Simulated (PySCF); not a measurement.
# GaH5OSi: the cost of one run

The runs use PySCF 2.14.0, with density-fitted response routines of our own; the level of theory stands in each step. All values are computed, except where a source is named. Atoms count from 0, in the outputs and in this text.

1 further run of the same task is left out (for a known fault of the program).

### Step 1. Starting geometry

8 atoms, charge 0, multiplicity 1; geometry from: PBE0-D3(BJ)/def2-SVP.

Bonds of the start (Å): Si0–O1 1.65, O1–Ga2 1.79, Si0–H3 1.49, Si0–H4 1.50, Si0–H5 1.50, Ga2–H6 1.56, Ga2–H7 1.56.

### Step 2. NMR shieldings: HF/pcSseg-2

What the job is given:

```
{"job": {"kind": "nmr", "xc": "HF", "basis": "pcSseg-2", "pop": false}, "charge": 0, "multiplicity": 1}
Si     1.445705    -0.374086     0.324795
O     -0.002743    -0.400818    -0.470351
Ga    -1.580315     0.436857    -0.529703
H      2.565290    -0.487465    -0.658011
H      1.622419     0.899106     1.097444
H      1.535661    -1.518206     1.283983
H     -2.534002    -0.088932    -1.643497
H     -1.793092     1.571249     0.525473
```

With the program's defaults for keys left out, this is: GIAO HF/pcSseg-2 NMR shielding, non-relativistic, gas phase.

Run with:

```
$ OMP_NUM_THREADS=1 python probes_run.py task.json out
```

This one command runs all jobs of the session in turn.

Q: Estimate the wall time and peak memory of this first job on 1 thread of Arm Neoverse V2, shared host.

About 9.4 s, with a peak of 0.85 GiB.
